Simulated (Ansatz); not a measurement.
Input of an Ansatz 0.2.0 run:

Contents of input.yaml:

```yaml
crystal:
  lattice:
    - [4.2940644248, 0.0, 0.0]
    - [-2.1470322124, 3.7187688774, 0.0]
    - [0.0, 0.0, 17.101346]
  atoms:
    - { symbol: Te, position: [0.6666666667, 0.3333333333, 0.419892] }
    - { symbol: Te, position: [0.3333333333, 0.6666666667, 0.580108] }
    - { symbol: Te, position: [0.3333333333, 0.6666666667, 0.201542] }
    - { symbol: Te, position: [0.6666666667, 0.3333333333, 0.798458] }
    - { symbol: Te, position: [0.0, 0.0, 0.0] }
    - { symbol: Sb, position: [0.0, 0.0, 0.320068] }
    - { symbol: Sb, position: [0.0, 0.0, 0.679932] }
    - { symbol: Ge, position: [0.6666666667, 0.3333333333, 0.102895] }
    - { symbol: Ge, position: [0.3333333333, 0.6666666667, 0.897105] }
hamiltonian:
  xc: pbe
  pseudopotentials: { kind: paw }
kpoints:
  mp_grid: { grid: [7, 7, 2] }
scf:
  occupations: { method: gaussian, width: 0.013 }
output:
  forces: true
  stress: true
  eigenvalues: true
  write_density: true
  write_potential: true
  elf: true
  volumetric_format: npy
```

Potentials or basis: Ansatz PAW.

Run with:

```console
$ ansatz run input.yaml --threads 4 --pin off --max-ram 11264MiB --backend cpu --events-out ev --progress --plain --runs-dir out
```

(1) What does it give for the pressure?

(2) Estimate the largest force.

(3) Predict the band gap on the k mesh.

## Answers

(1) 0.3 GPa.

(2) 0.091 eV/Å.

(3) 0.28 eV, direct.

Caveat: odd divisions of the mesh miss points on the zone boundary, where band edges often lie, so the gap on the mesh can be too wide; spin-orbit coupling is left out, which moves the levels of the heavy elements.
